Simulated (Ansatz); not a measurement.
# CH4GeS: the cost of one run

Computed with the Python package of Ansatz 0.2.0. Level of theory: PBE+D3(BJ)/def2-SVP.

**1. The structure**

Bond lengths: C1–Ge2 1.885 Å, Ge2–S3 2.206 Å, C1–H4 1.067 Å, C1–H5 1.127 Å, C1–H6 1.170 Å, S3–H7 1.450 Å. Angles: C1–Ge2–S3 107.7°, Ge2–C1–H4 111.9°, Ge2–C1–H5 113.1°, Ge2–C1–H6 110.8°, H4–C1–H5 106.2°, H4–C1–H6 109.3°, H5–C1–H6 105.2°, Ge2–S3–H7 92.5°.

Input file ch4ges.xyz:

```xyz
7

C    -0.88460    0.66740   -0.27130
Ge    0.28010   -0.15250    0.96400
S     1.68810   -1.41090   -0.17670
H    -1.41240   -0.05090   -0.85710
H    -0.35170    1.33860   -1.00350
H    -1.65220    1.35970    0.27650
H     2.39390   -1.81930    1.02240
```

**2. The script**

File relaxed_scan_ch4ges.py:

```python
"""Relaxed scan of one distance in CH4GeS."""

import ansatz as az
import numpy as np


def main() -> None:
    molecule = az.Crystal.molecule_from_extxyz("ch4ges.xyz")

    calc = molecule.calculation().basis(gaussian="def2-SVP").functional("pbe", dispersion="d3bj")
    symbols = [site.symbol for site in molecule.cartesian_sites]
    pairs = [(0, 1), (0, 3), (0, 4), (0, 5), (1, 2), (2, 6)]
    print("held (A)   E (eV)        ", "  ".join(f"{symbols[i]}{i}-{symbols[j]}{j}" for i, j in pairs))
    for length in [1.08, 1.17, 1.26, 1.4, 1.58]:
        data = calc.relax(constraints=[az.DistanceConstraint((0, 5), at=length)], force_tolerance=0.02, max_steps=60).run().report
        xyz = np.array(data["positions_ang"])
        print(f"{length:6.2f} {data['free_energy_ev']:14.5f}  ", "  ".join(f"{np.linalg.norm(xyz[i] - xyz[j]):.3f}" for i, j in pairs))


if __name__ == "__main__":
    main()
```

**3. The calls as engine input**

The engine receives this input (first run):

```yaml
crystal:
  periodic: [false, false, false]
  atoms:
    - { symbol: C, position_ang: [-0.8846, 0.6674, -0.2713] }
    - { symbol: Ge, position_ang: [0.2801, -0.1525, 0.964] }
    - { symbol: S, position_ang: [1.6881, -1.4109, -0.1767] }
    - { symbol: H, position_ang: [-1.4124, -0.0509, -0.8571] }
    - { symbol: H, position_ang: [-0.3517, 1.3386, -1.0035] }
    - { symbol: H, position_ang: [-1.6522, 1.3597, 0.2765] }
    - { symbol: H, position_ang: [2.3939, -1.8193, 1.0224] }
basis:
  gaussian:
    orbitals: def2-SVP
hamiltonian:
  xc: pbe
  dispersion: d3bj
relax:
  f_tol: 0.02
  max_steps: 60
  constraints:
    - { distance: [0, 5], at: 1.08 }
```

**4. Running it**

The run is started by

```sh
$ python relaxed_scan_ch4ges.py
```

**Question.** How long does this script take on 1 thread of Arm Neoverse V1, shared host, and how much memory does it need?

About 2.8 min, with a peak of 0.2 GiB.
